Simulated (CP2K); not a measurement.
# Two attempts at Si2H4BrCl (SMILES [SiH3][SiH](Cl)Br)

Wanted: energy and forces of Si2H4BrCl, GFN1-xTB.

Program for the calculation: CP2K 2026.2.

2 further runs of the same task are left out: 2 set aside as unsound or not needed.

## 1. Starting point

Si2H4BrCl has 8 atoms, charge 0, and is taken as a singlet. SMILES: `[SiH3][SiH](Cl)Br`. The coordinates come from a GFN2-xTB relaxation.

Bond lengths: Si1–Si2 2.320 Å, Si2–Cl3 2.032 Å, Si2–Br4 2.235 Å, Si1–H5 1.462 Å, Si1–H6 1.463 Å, Si1–H7 1.463 Å, Si2–H8 1.458 Å. Some angles: Si1–Si2–Cl3 112.7°, Si1–Si2–Br4 109.3°, Cl3–Si2–Br4 107.4°, Si1–Si2–H8 119.5°, Cl3–Si2–H8 106.3°, Br4–Si2–H8 100.5°, Si2–Si1–H5 109.0°, Si2–Si1–H6 111.7°, Si2–Si1–H7 109.3°, H5–Si1–H6 108.9°.

## 2. The input as first written

Contents of job.inp:

```
&GLOBAL
    PROJECT_NAME job
    RUNTYPE ENERGY_FORCE
    PRINT_LEVEL MEDIUM
&END
&FORCE_EVAL
    METHOD Quickstep
    &DFT
        CHARGE 0
        MULTIPLICITY 1
        &QS
            METHOD XTB
            EPS_DEFAULT 1.0E-10
            &XTB
                GFN_TYPE TBLITE
                &TBLITE
                    METHOD GFN1
                &END
                CHECK_ATOMIC_CHARGES F
            &END
        &END
        # no periodic images
        &POISSON
            PERIODIC NONE
            POISSON_SOLVER ANALYTIC
        &END
        &SCF
            SCF_GUESS ATOMIC
            EPS_SCF 1.0E-06
            MAX_SCF 150
            ADDED_MOS 2
            &DIAGONALIZATION
                ALGORITHM STANDARD
            &END
            &MIXING
                METHOD DIRECT_P_MIXING
                ALPHA 0.4
            &END
            &SMEAR ON
                METHOD FERMI_DIRAC
                ELECTRONIC_TEMPERATURE [K] 300
            &END
        &END
        # extra output
        &PRINT
            &MOMENTS
                PERIODIC F
                REFERENCE COM
                MAX_MOMENT 1
            &END
            &MO ON
                ENERGIES T
                OCCUPATION_NUMBERS T
                NDIGITS 6
                &EACH
                    QS_SCF 0
                &END
                ADD_LAST NUMERIC
            &END
            &HIRSHFELD OFF
            &END
        &END
    &END
    # atoms, cell and kinds
    &SUBSYS
        # vacuum box
        &CELL
            ABC [angstrom] 13 14 13
            PERIODIC NONE
        &END
        &COORD
            Si    -0.472670     1.061460     0.478380
            Si     0.549530    -0.806570    -0.442630
            Cl     1.454120    -1.973080     0.954140
            Br    -0.988850    -2.062610    -1.467290
            H     -1.130660     1.816460    -0.586750
            H     -1.469340     0.691970     1.483270
            H      0.543130     1.908920     1.102960
            H      1.514750    -0.636550    -1.522080
        &END
        &TOPOLOGY
            &CENTER_COORDINATES
            &END
        &END
    &END
    &PRINT
        &FORCES ON
        &END
    &END
&END
```

Run with:

```console
OMP_NUM_THREADS=1 cp2k.psmp job.inp > job.out
```

The log of the run:

```text
Possible matches for unknown keyword

 RUNTYPE

   keyword RUN_TYPE in section %__ROOT__%GLOBAL score:  109
   enum RTP in section %__ROOT__%GLOBAL for keyword RUN_TYPE score:  106
   enum AUTO in section %__ROOT__%GLOBAL for keyword ELPA_KERNEL score:  105
   enum NONE in section %__ROOT__%GLOBAL for keyword RUN_TYPE score:  105
   enum PINT in section %__ROOT__%GLOBAL for keyword RUN_TYPE score:  105

 *******************************************************************************
 *   ___                                                                       *
 *  /   \                                                                      *
 * [ABORT]                                                                     *
 *  \___/           found an unknown keyword RUNTYPE in section GLOBAL         *
 *    |                                                                        *
 *  O/|                                                                        *
 * /| |                                                                        *
 * / \                                               input/input_parsing.F:253 *
 *******************************************************************************

 ===== Routine Calling Stack =====

            3 section_vals_parse
            2 section_vals_parse
            1 read_input

Program received signal SIGABRT: Process abort signal.

Backtrace for this error:
#0  0x40a85231f957 in ???
#1  0x40a872bd4cac in __pthread_kill_implementation
#2  0x40a872b7bfb7 in raise
#3  0x40a872b65d37 in abort
#4  0x40a8529f2d83 in ???
#5  0x40a8529f4297 in ???
#6  0x40a852b642b7 in ???
#7  0x40a852b638f7 in ???
#8  0x40a852439807 in ???
#9  0x40a852ca4e8b in ???
#10  0x40a852ca9d0b in ???
#11  0x40a8523c0db3 in ???
#12  0x40a8523bef13 in ???
#13  0x40a872b66573 in __libc_start_call_main
#14  0x40a872b66657 in __libc_start_main_impl
#15  0x40a8523bf06f in ???
#16  0xffffffffffffffff in ???
```

It took 0.24 s on 1 thread of Arm Neoverse V2, shared host.

## 3. What went wrong

The program refused the input.

The log says `Possible matches for unknown keyword`. The fault: the input text is malformed or holds a word that the program doesn't know.

## 4. The mended input

Contents of run.inp:

```
&GLOBAL
  PROJECT run
  RUN_TYPE ENERGY_FORCE
  PRINT_LEVEL MEDIUM
&END GLOBAL

&FORCE_EVAL
  METHOD QS
  &DFT
    &QS
      METHOD XTB
      EPS_DEFAULT 1.0E-10
      &XTB
        GFN_TYPE TBLITE
        &TBLITE
          METHOD GFN1
        &END TBLITE
        CHECK_ATOMIC_CHARGES F
      &END XTB
    &END QS
    &POISSON
      PERIODIC NONE
      POISSON_SOLVER ANALYTIC
    &END POISSON
    &SCF
      SCF_GUESS ATOMIC
      EPS_SCF 1.0E-06
      MAX_SCF 150
      ADDED_MOS 2
      &DIAGONALIZATION
        ALGORITHM STANDARD
      &END DIAGONALIZATION
      &MIXING
        METHOD DIRECT_P_MIXING
        ALPHA 0.4
      &END MIXING
      &SMEAR ON
        METHOD FERMI_DIRAC
        ELECTRONIC_TEMPERATURE [K] 300
      &END SMEAR
    &END SCF
    &PRINT
      &MOMENTS
        PERIODIC F
        REFERENCE COM
        MAX_MOMENT 1
      &END MOMENTS
      &MO ON
        ENERGIES T
        OCCUPATION_NUMBERS T
        NDIGITS 6
        &EACH
          QS_SCF 0
        &END EACH
        ADD_LAST NUMERIC
      &END MO
      &HIRSHFELD OFF
      &END HIRSHFELD
    &END PRINT
  &END DFT
  &SUBSYS
    &CELL
      ABC 13 14 13
      PERIODIC NONE
    &END CELL
    &COORD
      Si    -0.472670     1.061460     0.478380
      Si     0.549530    -0.806570    -0.442630
      Cl     1.454120    -1.973080     0.954140
      Br    -0.988850    -2.062610    -1.467290
      H     -1.130660     1.816460    -0.586750
      H     -1.469340     0.691970     1.483270
      H      0.543130     1.908920     1.102960
      H      1.514750    -0.636550    -1.522080
    &END COORD
    &TOPOLOGY
      &CENTER_COORDINATES
      &END CENTER_COORDINATES
    &END TOPOLOGY
  &END SUBSYS
  &PRINT
    &FORCES ON
    &END FORCES
  &END PRINT
&END FORCE_EVAL
```

Run with:

```console
OMP_NUM_THREADS=1 cp2k.psmp -i run.inp -o run.out
```

The log of the run:

```text
CP2K| version string:                                       CP2K version 2026.2
[...]
 GLOBAL| Method name                                                        CP2K
[...]
 GLOBAL| Run type                                                   ENERGY_FORCE
[...]
                             - Atoms:                                          8
[...]
                             - Spherical basis functions:                     44
[...]
 Number of electrons:                                                         26
[...]
  *** SCF run converged in    13 steps ***
[...]
  Fermi energy:                                                -0.28629380336794
[...]
 TB_DIPOLE| Moment [Debye]          0.07701968       0.42128348      -0.18728872
 TB_DIPOLE| Derivative [a.u.]       0.00000000       0.00000000       0.00000000
[...]
 ENERGY| Total FORCE_EVAL ( QS ) energy [hartree]            -14.122127220145716
 FORCES| Atomic forces [hartree/bohr]
 FORCES|   Atom     x               y               z               |f|
 FORCES|      1  5.35773420E-03 -4.76794830E-03 -4.10713986E-03   8.26481969E-03
 FORCES|      2  8.50449726E-03 -5.72161305E-03  2.79110848E-03   1.06232583E-02
 FORCES|      3  1.33426309E-03  2.51768275E-03  4.91291560E-06   2.84938740E-03
 FORCES|      4 -1.14514702E-02 -6.22767956E-03 -5.94465883E-03   1.43268674E-02
 FORCES|      5 -1.58295303E-03  3.32449969E-03  4.02379045E-03   5.45425779E-03
 FORCES|      6  4.02893133E-04  3.76581629E-03 -6.01007853E-04   3.83469760E-03
 FORCES|      7 -4.74115836E-03  3.72859225E-03  1.68901150E-03   6.26368442E-03
 FORCES|      8  2.17619389E-03  3.38064993E-03  2.14398320E-03   4.55645452E-03
 FORCES| Sum    -7.54604712E-17 -2.38524478E-17  1.34441069E-16
 FORCES| Total atomic force                                       1.56005202E-16
[...]
```

Wall time 0.24 s (1 thread of Arm Neoverse V2, shared host).

## 5. Summary of results

Level: GFN1-xTB.

| quantity | value |
| --- | --- |
| total energy | -14.12213 Eh |
| dipole moment (from atomic charges alone) | 0.47 D |
| HOMO energy | -11.25 eV |
| LUMO energy | -6.89 eV |
| HOMO–LUMO gap | 4.36 eV |
| largest force on an atom | 0.737 eV/Å |

What this shows: The dipole comes from point charges on the atoms alone, without atomic dipoles, so it is partial. The largest force is 0.74 eV/Å: the shape isn't a stationary point for this species at this level.
